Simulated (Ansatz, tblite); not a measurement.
# 1x4x4 RbCl rock-salt block (Rb₈Cl₈): rung by rung

Aim: run the singlet of 1x4x4 RbCl rock-salt block (Rb₈Cl₈) at one geometry on many levels, and compare frontier levels, spin and run time.

Computed with Ansatz 0.2.0, Gaussian basis. Level: as each input shows.

Plan: GFN1-xTB, GFN2-xTB, PBE-D4/def2-SVP, r2SCAN-D4/def2-SVP, MP2/def2-SVP, RPA/def2-SVP.

11 further runs of the same task are left out: 9 that didn't finish, 2 set aside as unsound or not needed. Runs told in other sessions of the task aren't counted.

## 1. The geometry

The singlet was relaxed beforehand with PBE-D4/def2-SVP.

16 atoms, charge 0, spin multiplicity 1.

Bond lengths: Rb1–Cl2 3.043 Å, Rb1–Cl5 3.045 Å, Cl2–Rb3 3.179 Å, Cl2–Rb6 3.252 Å, Rb3–Cl4 3.057 Å, Rb3–Cl7 3.220 Å, Cl4–Rb8 3.059 Å, Cl5–Rb6 3.240 Å, Cl5–Rb9 3.178 Å, Rb6–Cl7 3.208 Å, Rb6–Cl10 3.209 Å, Cl7–Rb8 3.235 Å, Cl7–Rb11 3.206 Å, Rb8–Cl12 3.179 Å, Rb9–Cl10 3.236 Å, Rb9–Cl13 3.059 Å, Cl10–Rb11 3.209 Å, Cl10–Rb14 3.224 Å and more. Angles: Cl2–Rb1–Cl5 94.3°, Rb1–Cl2–Rb3 151.8°, Rb1–Cl2–Rb6 89.3°, Rb3–Cl2–Rb6 87.9°, Cl2–Rb3–Cl4 148.0°, Cl2–Rb3–Cl7 91.5°, Cl4–Rb3–Cl7 89.9°, Rb3–Cl4–Rb8 93.4°, Rb1–Cl5–Rb6 89.5°, Rb1–Cl5–Rb9 178.2°, Rb6–Cl5–Rb9 89.5°, Cl2–Rb6–Cl5 86.9°, Cl2–Rb6–Cl7 90.4°, Cl2–Rb6–Cl10 177.2°, Cl5–Rb6–Cl7 138.6°, Cl5–Rb6–Cl10 90.4°, Cl7–Rb6–Cl10 91.1°, Rb3–Cl7–Rb6 88.0° and more.

Rb takes a core potential in the def2 sets. No spin-orbit coupling is included.

PBE0-D4/def2-SVP was run before; its log isn't repeated, and its numbers join the tables.

## 2. GFN1-xTB

Tight binding, by tblite at 300 K electronic temperature and without a spin-polarisation term:

```python
tblite.interface.Calculator('GFN1-xTB', numbers, positions, charge=0, uhf=0).singlepoint()
```

Energy -1017.9937 eV, HOMO -11.71 eV, LUMO -10.24 eV; 0.045 s.

## 3. GFN2-xTB

Tight binding, by tblite at 300 K electronic temperature and without a spin-polarisation term:

```python
tblite.interface.Calculator('GFN2-xTB', numbers, positions, charge=0, uhf=0).singlepoint()
```

Energy -1061.4475 eV, HOMO -9.62 eV, LUMO -8.03 eV; 0.078 s.

## 4. PBE-D4/def2-SVP

start.molden holds the orbitals of an earlier run on this state, given as this run's starting guess.

The input, in.yaml:

```yaml
crystal:
  periodic: [false, false, false]
  atoms:
    - {symbol: Rb, position_ang: [0.232366, -4.651729, -4.518100]}
    - {symbol: Cl, position_ang: [-0.392759, -4.856457, -1.547056]}
    - {symbol: Rb, position_ang: [0.475203, -4.783150, 1.510128]}
    - {symbol: Cl, position_ang: [-0.371761, -4.611617, 4.442810]}
    - {symbol: Cl, position_ang: [0.120428, -1.609178, -4.567223]}
    - {symbol: Rb, position_ang: [-0.664442, -1.618302, -1.424225]}
    - {symbol: Cl, position_ang: [0.808050, -1.581876, 1.425821]}
    - {symbol: Rb, position_ang: [-0.058613, -1.569849, 4.542984]}
    - {symbol: Rb, position_ang: [0.067938, 1.568390, -4.542240]}
    - {symbol: Cl, position_ang: [-0.851806, 1.585109, -1.440047]}
    - {symbol: Rb, position_ang: [0.610561, 1.617712, 1.415863]}
    - {symbol: Cl, position_ang: [-0.104894, 1.608570, 4.575230]}
    - {symbol: Cl, position_ang: [0.419391, 4.605291, -4.427014]}
    - {symbol: Rb, position_ang: [-0.489436, 4.787488, -1.514328]}
    - {symbol: Cl, position_ang: [0.378670, 4.856746, 1.541379]}
    - {symbol: Rb, position_ang: [-0.178888, 4.652854, 4.526031]}
basis:
  gaussian: {orbitals: def2-SVP, initial_orbitals: start.molden}
hamiltonian: {xc: pbe, dispersion: d4}
scf: {omitted_lower_state_checks: [starts]}
output: {forces: true, orbitals: {seedname: orbitals}}
```

On the command line:

```console
> ansatz run in.yaml --threads 4 --pin off --events-out ev --progress --plain --max-ram 6963MiB
```

After this run come: r2SCAN-D4/def2-SVP; MP2/def2-SVP; RPA/def2-SVP.

Q: Predict the results of all the runs planned. Wanted: gap in def2-SVP, named functionals, smallest and largest; correlation energy, MP2/def2-SVP; binding an atom, functionals in def2-SVP.

As calculated:

| quantity | value |
| --- | --- |
| gap in def2-SVP, named functionals, smallest and largest | 3.15 eV (PBE-D4), 4.93 eV (PBE0-D4) |
| correlation energy, MP2/def2-SVP | -41.56 eV |
| binding an atom, functionals in def2-SVP | 2.87 (PBE0-D4) to 2.93 eV (r2SCAN-D4) |

**Reading.** Over the named functionals in def2-SVP the gap runs from 3.15 eV (PBE-D4) to 4.93 eV (PBE0-D4); exact exchange widens it.
